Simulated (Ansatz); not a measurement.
# CuSnF6: one geometry, two states

An SCF can end in more than one state. Here CuSnF6, a crystal from a database, its volume scaled a little, is run from each state found earlier: which lies lowest, and what else changes?

Program: Ansatz 0.2.0. Level of theory: DFT, r2SCAN, with U_eff = 5.72 eV on Cu d, plane waves, PAW. These are calculated values, not measurements.

### 1 The cell

Cell: a = 5.557 Å, b = 5.155 Å, c = 5.315 Å, α = 120.21°, β = 92.52°, γ = 116.33°. Nearest neighbours (Å): F1: 1 Cu at 1.97, 1 Sn at 1.99; F2: 1 Cu at 1.97, 1 Sn at 1.99; F3: 1 Sn at 1.94, 1 Cu at 2.19; F4: 1 Sn at 1.94, 1 Cu at 2.19; Sn5: 6 F at 1.94 to 2.00; Cu6: 6 F at 1.96 to 2.19; F7: 1 Cu at 1.96, 1 Sn at 2.00; F8: 1 Cu at 1.96, 1 Sn at 2.00.

The coordinates stand in the input below.

The states: A, Cu6 up (collinear spin); B, no atom with a moment over 0.3 μB (no spin polarisation). Each run reads its own saved solution as saved_state.

### 2 State A: the run

Contents of input.yaml:

```yaml
crystal:
  lattice:
    - [5.55697376, 0.0, 0.0]
    - [-2.2864781, 4.6202556, 0.0]
    - [-0.23366959, -3.09935339, 4.31099179]
  atoms:
    - { symbol: F, position: [0.748, 0.118, 0.871] }
    - { symbol: F, position: [0.252, 0.882, 0.129] }
    - { symbol: F, position: [0.737, 0.876, 0.266] }
    - { symbol: F, position: [0.263, 0.124, 0.734] }
    - { symbol: Sn, position: [0.5, 0.0, 0.5] }
    - { symbol: Cu, position: [0.0, 0.0, 0.0] }
    - { symbol: F, position: [0.25, 0.497, 0.364] }
    - { symbol: F, position: [0.75, 0.503, 0.636] }
kpoints:
  mp_grid: { grid: [4, 5, 4], shift: [0.5, 0.5, 0.5] }
magnetization:
  spin_polarized: true
scf:
  occupations: { method: fermi_dirac, width: 0.0268 }
  lower_state_search: "off"
  max_iter: 200
hamiltonian:
  pseudopotentials: { kind: paw }
  xc: r2scan
  hubbard:
    projectors: all-electron-ortho-atomic
    sites: [{ species: Cu, l: d, u_eff: 5.72 }]
basis:
  ecutwfc: 500
  fft_grid_basis: typed
output:
  forces: true
  stress: true
  eigenvalues: true
  populations: true
  elf: true
  write_potential: true
  volumetric_format: npy
  dos:
    e_range: [-12, 8]
    de: 0.05
    projected: { site_lists: { Cu: [Cu], F: [F], Sn: [Sn] } }
checkpoint:
  read: saved_state
```

The program printed:

```text
Warning: RAYON_NUM_THREADS=1 ignored (pool sized by the plan → 1); use --threads N
F: projections on atomic orbitals take those of the free atom [He] 2s2 2p5, of charge +0.00 (hamiltonian.pseudopotentials.projection_atoms); the dataset's partial waves leave at most 1.6e-8 of an orbital's norm unspanned inside its sphere
Sn: projections on atomic orbitals take those of the free atom [Kr] 4d10 5s2 5p2, of charge +0.00 (hamiltonian.pseudopotentials.projection_atoms); the dataset's partial waves leave at most 5.0e-6 of an orbital's norm unspanned inside its sphere
Cu: projections on atomic orbitals take those of the free atom [Ne] 3s2 3p6 3d10 4s1, of charge +0.00 (hamiltonian.pseudopotentials.projection_atoms); the dataset's partial waves leave at most 2.0e-6 of an orbital's norm unspanned inside its sphere
Engine: ansatz 0.2.0, aarch64-unknown-linux-gnu
Pseudopotentials: kind: paw
Pseudopotential: F, paw, valence charge 7, recommended cutoff 500 eV (meta_gga), F.paw.azcp
Pseudopotential: Sn, paw, valence charge 14, recommended cutoff 500 eV (meta_gga), Sn.paw.azcp
Pseudopotential: Cu, paw, valence charge 19, recommended cutoff 500 eV (meta_gga), Cu.paw.azcp
Functional definition: r2SCAN
  parameter k0 = 0.174
  parameter k1 = 0.065
  parameter a1 = 4.9479
  exchange = r2scan_x(k0 = k0, k1 = k1, a1 = a1)
  correlation = r2scan_c
Crystal: 8 atoms, lattice volume = 110.683 Å³
Basis set: ecut = 500 eV, 2811 PW (Γ), exchange–correlation on 180×160×160 points (64 copies of the dense FFT grid, shifted against one another)
Bands: 46, of which v1, the nominal top of the filled ones, is band 38 counted from 1 (37 counted from 0)
Symmetry: 2 space group operations
Space group: P-1 (ITA 2), of the structure as read, at distance tolerance 4.8e-5 Å
k-points: 40 of 80
Non-local potential: F, projectors of the file, l = 0: 2, l = 1: 2, l = 2: 1
Non-local potential: Sn, projectors of the file, l = 0: 2, l = 1: 2, l = 2: 2, l = 3: 2
Non-local potential: Cu, projectors of the file, l = 0: 3, l = 1: 2, l = 2: 3, l = 3: 1
PAW form: soft (Blöchl's): semilocal exchange-correlation on the pseudo side does not see the compensation charge
PAW frozen core: F, regenerated for the run's functional (the file was generated under x = pbe(κ = 0.804, μ = 0.2195149727645171), c = pbe(β = 0.06672455060314922))
PAW frozen core: Sn, regenerated for the run's functional (the file was generated under x = pbe(κ = 0.804, μ = 0.2195149727645171), c = pbe(β = 0.06672455060314922))
PAW frozen core: Cu, regenerated for the run's functional (the file was generated under x = pbe(κ = 0.804, μ = 0.2195149727645171), c = pbe(β = 0.06672455060314922))
PAW one-centre angular grid: F, 302 points (default); XC on 160 Gauss nodes
PAW one-centre angular grid: Sn, 590 points (default); XC on 249 of its mesh's 2787 points in the sphere
PAW one-centre angular grid: Cu, 590 points (default); XC on 160 Gauss nodes
Initial density: read from a saved state, or passed on in memory by an earlier SCF of this step, an earlier step, the calling program or the single point that the run made first
Initial wavefunctions: pseudopotential atomic-orbital guess
Functional: x = r2scan, c = r2scan; τ floored in thin density (d = 2e-4 eV/Å³)
iter 1 solved again at ethr=3.02e-5 eV; its pass at ethr=3.10e-3 eV (dr2=2.27e-2 eV) is discarded
SCF iter   1: F=-17529.386987 eV  HF=-17528.794453 eV  |F-HF|=5.93e-1  |Δ(HF+E_count)|=         —  Δρ=1.35e-2 (↑7.32e-3 ↓1.35e-2)  dr2=2.26e-2  dr2_τ=5.10e-3  dr2_m=3.03e-2  M=1.000 μB ∫|m|=1.087 μB  β_m=0.30  ethr=3.02e-5  ⟨swp⟩=2.3  Hψ=21964  notcnv=0
preconditioner: auto → Resta (q_TF=auto, 2.557 Å⁻¹)  ε∞=3.1  [insulator: Δε(μ)=4.097 eV  Ē_g=19.907 eV  σ=0.027 eV  W_gap=1.00  n_scr=26 (ndim 8)  ℏωp=28.9 eV  f_vac=0.234  D(μ)=0.00/eV (n_scr^D=0)  ε∞_Penn≈3.1  vacuum switching on, ρ_ref=2.9e-2 e/Å³]
spin=Collinear: Resta preconditioning applied to the charge; magnetization (m = ρ↑ − ρ↓) channel mixes plain (no charge-response kernel on spin).
SCF iter   2: F=-17529.401054 eV  HF=-17529.104128 eV  |F-HF|=2.97e-1  |Δ(HF+E_count)|=   3.10e-1  Δρ=9.64e-3 (↑5.18e-3 ↓9.64e-3)  dr2=1.16e-2  dr2_τ=5.16e-1  dr2_m=1.53e-2  M=1.000 μB ∫|m|=1.086 μB  β_m=0.65  ethr=3.02e-5  ⟨swp⟩=3.6  Hψ=8183  notcnv=0
SCF iter   3: F=-17529.411355 eV  HF=-17529.413277 eV  |F-HF|=1.92e-3  |Δ(HF+E_count)|=   3.09e-1  Δρ=1.16e-3 (↑1.06e-3 ↓1.16e-3)  dr2=2.87e-3  dr2_τ=8.51e-5  dr2_m=7.73e-5  M=1.000 μB ∫|m|=1.064 μB  β_m=0.51  ethr=1.55e-5  ⟨swp⟩=4.1  Hψ=8449  notcnv=0
SCF iter   4: F=-17529.413396 eV  HF=-17529.413243 eV  |F-HF|=1.53e-4  |Δ(HF+E_count)|=   3.43e-5  Δρ=4.26e-4 (↑4.26e-4 ↓4.14e-4)  dr2=3.74e-4  dr2_τ=1.33e-5  dr2_m=3.74e-5  M=1.000 μB ∫|m|=1.063 μB  β_m=0.59  ethr=3.83e-6  ⟨swp⟩=2.0  Hψ=7416  notcnv=0  defer=8
SCF iter   5: F=-17529.413518 eV  HF=-17529.413475 eV  |F-HF|=4.29e-5  |Δ(HF+E_count)|=   2.32e-4  Δρ=2.22e-4 (↑2.19e-4 ↓2.22e-4)  dr2=1.06e-4  dr2_τ=2.64e-6  dr2_m=1.46e-5  M=1.000 μB ∫|m|=1.062 μB  β_m=0.80  ethr=4.98e-7  ⟨swp⟩=2.0  Hψ=5121  notcnv=0  defer=8
SCF iter   6: F=-17529.413542 eV  HF=-17529.413543 eV  |F-HF|=5.42e-7  |Δ(HF+E_count)|=   6.76e-5  Δρ=1.04e-4 (↑1.02e-4 ↓1.04e-4)  dr2=2.90e-5  dr2_τ=5.83e-7  dr2_m=2.54e-6  M=1.000 μB ∫|m|=1.061 μB  β_m=0.78  ethr=1.41e-7  ⟨swp⟩=2.0  Hψ=6312  notcnv=0  defer=8
SCF iter   7: F=-17529.413696 eV  HF=-17529.413695 eV  |F-HF|=9.82e-7  |Δ(HF+E_count)|=   1.52e-4  Δρ=3.13e-5 (↑2.65e-5 ↓3.13e-5)  dr2=2.37e-6  dr2_τ=4.44e-8  dr2_m=2.64e-7  M=1.000 μB ∫|m|=1.061 μB  β_m=0.89  ethr=3.87e-8  ⟨swp⟩=2.0  Hψ=6057  notcnv=0  defer=8
SCF iter   8: F=-17529.413697 eV  HF=-17529.413697 eV  |F-HF|=1.81e-8  |Δ(HF+E_count)|=   2.10e-6  Δρ=2.05e-5 (↑1.24e-5 ↓2.05e-5)  dr2=6.04e-7  dr2_τ=1.36e-8  dr2_m=5.27e-8  M=1.000 μB ∫|m|=1.061 μB  β_m=0.95  ethr=3.16e-9  ⟨swp⟩=2.2  Hψ=6045  notcnv=0  defer=8
SCF iter   9: F=-17529.413698 eV  HF=-17529.413698 eV  |F-HF|=1.67e-7  |Δ(HF+E_count)|=   8.33e-7  Δρ=1.41e-5 (↑5.57e-6 ↓1.41e-5)  dr2=1.49e-7  dr2_τ=3.01e-9  dr2_m=3.88e-8  M=1.000 μB ∫|m|=1.061 μB  β_m=0.97  ethr=8.05e-10  ⟨swp⟩=2.0  Hψ=6440  notcnv=0  defer=8
SCF iter  10: F=-17529.413699 eV  HF=-17529.413699 eV  |F-HF|=2.06e-7  |Δ(HF+E_count)|=   7.49e-7  Δρ=1.15e-5 (↑1.75e-6 ↓1.15e-5)  dr2=4.68e-8  dr2_τ=6.30e-10  dr2_m=3.13e-8  M=1.000 μB ∫|m|=1.061 μB  β_m=0.99  ethr=1.33e-10  ⟨swp⟩=8.6  Hψ=22587  notcnv=0
SCF iter  11: F=-17529.413701 eV  HF=-17529.413701 eV  |F-HF|=1.53e-7  |Δ(HF+E_count)|=   2.02e-6  Δρ=1.01e-5 (↑2.45e-6 ↓1.01e-5)  dr2=3.76e-8  dr2_τ=6.86e-10  dr2_m=2.44e-8  M=1.000 μB ∫|m|=1.061 μB  β_m=0.24  ethr=6.23e-11  ⟨swp⟩=9.1  Hψ=26356  notcnv=0
SCF iter  12: F=-17529.413702 eV  HF=-17529.413702 eV  |F-HF|=1.18e-7  |Δ(HF+E_count)|=   1.58e-6  Δρ=8.82e-6 (↑1.52e-6 ↓8.82e-6)  dr2=2.49e-8  dr2_τ=8.09e-10  dr2_m=1.94e-8  M=1.000 μB ∫|m|=1.061 μB  β_m=0.18  ethr=5.02e-11  ⟨swp⟩=9.1  Hψ=26136  notcnv=0
SCF iter  13: F=-17529.413704 eV  HF=-17529.413704 eV  |F-HF|=7.73e-8  |Δ(HF+E_count)|=   1.58e-6  Δρ=7.00e-6 (↑1.34e-6 ↓7.00e-6)  dr2=1.55e-8  dr2_τ=6.04e-10  dr2_m=1.22e-8  M=1.000 μB ∫|m|=1.061 μB  β_m=0.59  ethr=3.32e-11  ⟨swp⟩=9.2  Hψ=26019  notcnv=0
SCF iter  14: F=-17529.413706 eV  HF=-17529.413706 eV  |F-HF|=2.83e-8  |Δ(HF+E_count)|=   2.48e-6  Δρ=3.38e-6 (↑1.02e-6 ↓3.38e-6)  dr2=4.27e-9  dr2_τ=1.90e-10  dr2_m=2.71e-9  M=1.000 μB ∫|m|=1.060 μB  ethr=2.07e-11  ⟨swp⟩=11.0  Hψ=30216  notcnv=0
SCF 1 converged in 14 iterations: F = -17529.413706 eV  dr2 = 4.27e-9
SCF converged after 14 iterations
Magnetization: 1.0000 μB (38.0000 up, 37.0000 down)
Absolute magnetization: 1.0417 μB (∫|ρ↑−ρ↓|, with the PAW one-centre terms)
Spin contamination: 0.0007 ħ² per cell (⟨S²⟩ above its minimum at these occupations)
Per-site moments (μB) at R_I (Å): [(0.02369961547308954, 0.8137826676632935), (0.023699615473089516, 0.8137826676632935), (0.0019075304508724984, 0.8020479294954468), (0.0019075304508724394, 0.8020479294954468), (0.001893836032358419, 0.8020479294954468), (0.8689382724037366, 0.8099103812505117), (0.0267343294831432, 0.8099103812505117), (0.026734329483143235, 0.8099103812505117)]
Free energy (F): -17529.413706 eV
Harris-Foulkes:  -17529.413706 eV  (|F-HF|=2.83e-8)
Internal energy: -17529.413706 eV  (E = F + TS)
E sigma→0 (E₀):  -17529.413706 eV
Fermi energy:    3.453092 eV
--- Per-component energies (eV) ---
  E_band       = -1113.675526
  E_kinetic    = 1726.133221
  E_local      = -10919.647587  (includes V_loc(G=0)·N_el)
  E_nonlocal   = 800.111924
  E_hartree    = 4717.661660
  E_xc         = -924.423649
  E_vxc        = -912.935374  (∫ρ·V_xc dr)
  E_hubbard    = 0.477217  (on-site DFT+U / exact-exchange correction)
  E_vhub       = -25.010722  (the Hubbard potential's part of the band-sum identity)
  E_paw        = -7065.876808  (= ΣΔE_a)
  E_vpaw       = -1283.257710  (= ΣTr[D̂ρ^β])
  E_aug_tail   = 0.006385  (compensation charges beyond the density's cutoff)
  E_vtau       = 65.601398  (kinetic-family band-sum trace: ∫τ·v_τ [+ j·A + Jᵃ·Aᵃ] dr)
  E_ewald      = -5864.101934
  E_core_change = 0.245863  (= ΣΔE_core)
  E_smearing   = -0.000000  (= −TS)
  E_closure    = 0.000000  (closes the sum)
  Σ components = -17529.413706   (vs F -17529.413706, Δ=0.00e0)
--- Forces (eV/Å), atoms counted from 1 ---
  atom   1  F      0.10910781    -0.04633887     0.03556659
  atom   2  F     -0.10910781     0.04633887    -0.03556659
  atom   3  F      0.04961178     0.04786512    -0.05507786
  atom   4  F     -0.04961178    -0.04786512     0.05507786
  atom   5  Sn     0.00000000     0.00000000     0.00000000
  atom   6  Cu     0.00000000     0.00000000     0.00000000
  atom   7  F     -0.02212080    -0.05328266    -0.17717090
  atom   8  F      0.02212080     0.05328266     0.17717090
  max |Σ_I F_I| component: 0.00e0 eV/Å
--- Stress (GPa, compression-positive) ---
       -1.722022      -0.025815      -0.358563
       -0.026096      -2.303558      -0.548320
       -0.359099      -0.548010      -2.204801
  P = ⅓ Tr σ = -2.0768 GPa (-20.768 kbar)
--- Band table (eV; the first three rows and the last of 80) ---
  k-point 0 ↑: bands = ["-114.2225", "-70.8439", "-70.4703", "-68.6496", "-21.1576", "-21.0963", "-20.9079", "-20.6316", "-20.5326", "-20.0653", "-17.8602", "-17.8110", "-17.8030", "-17.1263", "-16.8069", "-5.2930", "-4.6426", "-3.6041", "-3.3599", "-2.8063", "-2.7308", "-2.2239", "-2.0741", "-1.8826", "-0.7099", "-0.6765", "-0.4867", "-0.4063", "-0.1714", "-0.0634", "0.1264", "0.1508", "0.3373", "0.3492", "0.4102", "0.5936", "0.7315", "1.0018", "7.3406", "11.1695", "13.0450", "13.6210", "14.2167", "14.6338", "15.5496", "16.3057"]
  k-point 1 ↑: bands = ["-114.2225", "-70.8439", "-70.4703", "-68.6496", "-21.1571", "-21.0956", "-20.7996", "-20.6979", "-20.5447", "-20.1008", "-17.8600", "-17.8108", "-17.8023", "-17.1265", "-16.8153", "-5.3323", "-4.5339", "-3.5593", "-3.4316", "-2.8050", "-2.7020", "-2.5353", "-1.6136", "-1.3019", "-1.0604", "-0.7713", "-0.7173", "-0.4788", "-0.2978", "-0.0778", "0.0641", "0.2421", "0.2656", "0.3817", "0.4132", "0.6119", "0.7225", "0.8839", "8.2691", "10.4730", "12.8286", "13.3599", "13.7751", "15.1552", "16.1015", "16.3872"]
  k-point 2 ↑: bands = ["-114.2225", "-70.8439", "-70.4703", "-68.6496", "-21.1845", "-21.1426", "-20.8491", "-20.5815", "-20.5373", "-20.0874", "-17.8605", "-17.8109", "-17.8026", "-17.1266", "-16.8223", "-5.1512", "-4.8301", "-3.5071", "-3.0468", "-2.8223", "-2.7801", "-2.6909", "-2.4386", "-1.4743", "-0.7564", "-0.5479", "-0.4160", "-0.3454", "-0.2677", "0.0165", "0.0276", "0.1939", "0.2997", "0.3988", "0.5511", "0.6597", "0.7699", "0.7737", "7.4293", "11.2786", "12.7579", "13.5566", "13.9932", "14.8305", "15.3983", "16.3096"]
  k-point 39 ↓: bands = ["-112.5379", "-68.5089", "-68.4983", "-68.1667", "-21.1377", "-21.0528", "-20.8234", "-20.5104", "-20.4584", "-20.1026", "-17.8579", "-17.8089", "-17.8006", "-17.0810", "-16.8063", "-4.8251", "-3.4282", "-2.8474", "-2.6481", "-2.5221", "-2.1299", "-2.0385", "-1.3740", "-1.1323", "-0.5502", "-0.3701", "-0.3071", "-0.2693", "-0.1314", "-0.0452", "0.1318", "0.2472", "0.3025", "0.4767", "0.6181", "0.7898", "1.1317", "5.8279", "7.4546", "11.3736", "13.0835", "13.2666", "14.3828", "15.0450", "15.4722", "16.0240"]
Occupation matrices written to <dir>
--- Löwdin populations: 8 sites ---
  site symbol       q [e]    m [muB]
     0      F      7.5673     0.0296
     1      F      7.5673     0.0296
     2      F      7.5688     0.0025
     3      F      7.5688     0.0025
     4     Sn     11.8133     0.0021
     5     Cu     17.4593     0.8518
     6      F      7.5671     0.0339
     7      F      7.5671     0.0339
  spilling = 0.004280 (of n_electrons = 75.000000)
```

Run time: 1.9 min. Hardware: 1 thread of an Arm CPU, shared host; peak memory 1.1 GiB.

### 3 State A: levels and charges

Counts of states in windows (eV from the Fermi level; tetrahedra), total and projected:

| from | to | total | up | down | Cu d | F p |
| --- | --- | --- | --- | --- | --- | --- |
| -10.0 | -9.0 | 0.13 | 0.13 | 0.00 | 0.07 | 0.05 |
| -9.0 | -8.0 | 2.23 | 1.30 | 0.93 | 0.66 | 1.11 |
| -8.0 | -7.0 | 0.82 | 0.75 | 0.07 | 0.25 | 0.43 |
| -7.0 | -6.0 | 6.58 | 4.08 | 2.50 | 3.64 | 2.58 |
| -6.0 | -5.0 | 6.08 | 2.21 | 3.87 | 2.17 | 3.56 |
| -5.0 | -4.0 | 5.88 | 3.02 | 2.85 | 0.64 | 4.91 |
| -4.0 | -3.0 | 15.43 | 7.37 | 8.06 | 0.86 | 14.25 |
| -3.0 | -2.0 | 7.85 | 4.14 | 3.71 | 0.73 | 7.02 |
| -2.0 | -1.0 | 0.00 | 0.00 | 0.00 | 0.00 | 0.00 |
| -1.0 | 0.0 | 0.00 | 0.00 | 0.00 | 0.00 | 0.00 |
| 0.0 | 1.0 | 0.00 | 0.00 | 0.00 | 0.00 | 0.00 |
| 1.0 | 2.0 | 0.00 | 0.00 | 0.00 | 0.00 | 0.00 |
| 2.0 | 3.0 | 1.00 | 0.00 | 1.00 | 0.84 | 0.11 |
| 3.0 | 4.0 | 0.26 | 0.14 | 0.12 | 0.00 | 0.05 |
| 4.0 | 5.0 | 1.56 | 0.84 | 0.72 | 0.01 | 0.42 |
| 5.0 | 6.0 | 0.18 | 0.02 | 0.16 | 0.01 | 0.05 |

On the mesh the valence top lies at -2.04 eV and the conduction bottom at 2.04 eV on this scale.

Gathered by element (positive charge: electrons given up): Löwdin charges also hold the electrons that the projection spills.

| element | atoms | Löwdin charge (e) | sphere moment, size (μB) |
| --- | --- | --- | --- |
| F | 6 | -0.57 | 0.00 to 0.03 |
| Sn | 1 | +2.19 | 0.00 |
| Cu | 1 | +1.54 | 0.87 |

The Löwdin projection spills 0.4 % of the electrons and depends on the orbitals chosen; where it disagrees with Bader's partition, neither is an observable.

Eigenvalues of the corrected shells' occupation matrices:

| atom | shell | spin | eigenvalues |
| --- | --- | --- | --- |
| Cu6 | d | up | 0.99 0.99 0.99 0.99 1.00 |
| Cu6 | d | down | 0.13 0.99 0.99 1.00 1.00 |

The main site moments: Cu6 up.

(Part 1 of 2 ends here.)
